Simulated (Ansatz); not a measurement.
## BH6O2PSi, SMILES BOP[SiH2]O: energies of removing a hydrogen, step by step

Program: the Ansatz DFT code, driven from Python.

Notebook, run cell by cell (the value of a cell's last expression is shown):

**Cell 1**
```python
from dataclasses import dataclass

import ansatz as az
```

**Cell 2**
```python
@dataclass(frozen=True)
class Options:
    basis: str = "def2-SVPD"
    functional: str = "PBE0"
    vdw: str = "d4"
```

**Cell 3**
```python
cfg = Options()


def energy(molecule, charge=0, unpaired=0):
    calc = (
        molecule.calculation()
        .basis(gaussian=cfg.basis)
        .functional(cfg.functional, dispersion=cfg.vdw)
    )
    if charge:
        calc = calc.charge(charge)
    if unpaired:
        calc = calc.spin("collinear", total=unpaired)
    return calc.run().report["free_energy_ev"]
```

**Cell 4**
```python
def without(molecule, index):
    rest = az.Crystal.molecule()
    for i, site in enumerate(molecule.cartesian_sites):
        if i != index:
            rest = rest.atom(site.symbol, site.position_ang)
    return rest
```

**Cell 5**
```python
geometry_ang = [
    ("B", (-0.4084, 2.0885, 0.4079)),
    ("O", (0.3216, 1.2515, -0.4702)),
    ("P", (1.098, 0.1676, 0.604)),
    ("Si", (0.2867, -1.6272, -0.2701)),
    ("O", (-1.4411, -1.7221, 0.1608)),
    ("H", (0.0093, 3.1615, 0.7875)),
    ("H", (-1.5443, 1.8547, 0.6756)),
    ("H", (2.3665, 0.0871, -0.2058)),
    ("H", (0.9133, -2.8166, 0.2723)),
    ("H", (0.329, -1.5769, -1.708)),
    ("H", (-1.8653, -0.925, -0.2333)),
]
system = az.Crystal.molecule()
for symbol, xyz in geometry_ang:
    system = system.atom(symbol, xyz)
```

**Cell 6**
```python
whole = energy(system, 0)
hydrogen = energy(az.Crystal.molecule().atom("H", (0, 0, 0)), 0, 1)
print(f"E(molecule) = {whole:.5f} eV, E(H) = {hydrogen:.5f} eV")
for index in [6, 7, 9]:
    radical = energy(without(system, index), 0, 1)
    print(f"H{index}: homolysis {23.060548 * (radical + hydrogen - whole):.1f} kcal/mol")
    anion = energy(without(system, index), -1)
    print(f"H{index}: loss of a proton {23.060548 * (anion - whole):.1f} kcal/mol")
```
Output:
```text
E(molecule) = -22014.60465 eV, E(H) = -13.61361 eV
H6: homolysis 101.9 kcal/mol
H6: loss of a proton 409.7 kcal/mol
H7: homolysis 76.8 kcal/mol
H7: loss of a proton 343.6 kcal/mol
H9: homolysis 87.4 kcal/mol
H9: loss of a proton 370.4 kcal/mol
```

What to keep in mind:
- Total energies depend on the basis set; only differences at equal settings carry meaning.
- The geometry is a force-field or estimated start, not a minimum of this method, and the basis set is short of its limit. All parts are taken at fixed geometry, without zero-point energy.
- Timing: 35 s on 1 thread of Intel(R) Xeon(R) 6975P-C (Granite Rapids), on a shared host, peak memory 0.53 GiB.
